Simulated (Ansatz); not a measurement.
# CaAg2Ge2: the cost of one run

Computed with Ansatz 0.2.0 (DFT PBEsol, scalar-relativistic, plane waves, PAW, unless a step's input says otherwise).

**1. Starting point**

It takes space group I4/mmm (No. 139, tetragonal). The conventional cell has a = 4.330 Å, b = 4.330 Å, c = 10.930 Å, α = 90.00°, β = 90.00°, γ = 90.00°. Ca (site symmetry 4/mmm) is surrounded by 8 Ge at 3.29 Å and 8 Ag at 3.49 Å. Ag (site symmetry -4m2) has 4 Ge at 2.64 Å as nearest neighbours. Around Ge (site symmetry 4mm) lie 1 Ge at 2.43 Å and 4 Ag at 2.64 Å.

As a file:

```cif
data_structure
_symmetry_space_group_name_H-M 'I4/mmm'
_symmetry_Int_Tables_number 139
_cell_length_a 4.3300
_cell_length_b 4.3300
_cell_length_c 10.9300
_cell_angle_alpha 90.000
_cell_angle_beta 90.000
_cell_angle_gamma 90.000
_cell_volume 204.93
loop_
_atom_site_label
_atom_site_type_symbol
_atom_site_symmetry_multiplicity
_atom_site_Wyckoff_symbol
_atom_site_fract_x
_atom_site_fract_y
_atom_site_fract_z
_atom_site_occupancy
Ca1 Ca 2 a 0.00000 0.00000 0.00000 1
Ag1 Ag 4 d 0.00000 0.50000 0.25000 1
Ge1 Ge 4 e 0.00000 0.00000 0.38900 1
```

The structure comes from the Crystallography Open Database.

(A quick probe on a coarse mesh, which set the mesh and smearing, is not shown.)

**3. Relaxing cell and atoms**

input.yaml reads:

```yaml
crystal:
  lattice:
    - [-2.165, 2.165, 5.465]
    - [2.165, -2.165, 5.465]
    - [2.165, 2.165, -5.465]
  atoms:
    - { symbol: Ca, position: [0.0, 0.0, 0.0] }
    - { symbol: Ag, position: [0.75, 0.25, 0.5] }
    - { symbol: Ag, position: [0.25, 0.75, 0.5] }
    - { symbol: Ge, position: [0.389, 0.389, 0.0] }
    - { symbol: Ge, position: [0.611, 0.611, 0.0] }
basis:
  ecutwfc: 420
kpoints:
  mp_grid: { grid: [12, 12, 12] }
hamiltonian:
  xc: pbesol
scf:
  occupations: { method: gaussian, width: 0.1 }
output:
  forces: true
  stress: true
  eigenvalues: true
  write_density: true
  write_potential: true
  elf: true
  volumetric_format: npy
relax:
  adjacent_minimum: "off"
  f_tol: 0.005
  max_steps: 80
  cell: { stress_tol: 0.05 }
```

Launch:

```bash
$ ansatz run input.yaml --threads 1 --pin off --max-ram 2560MiB --backend cpu --events-out ev --progress --plain --runs-dir out
```

What time and memory should one allow on 1 thread of Intel Xeon Platinum 8259CL at 2.50GHz (Skylake/Cascade Lake), shared host?

About 3.6 min, with a peak of 0.86 GiB.
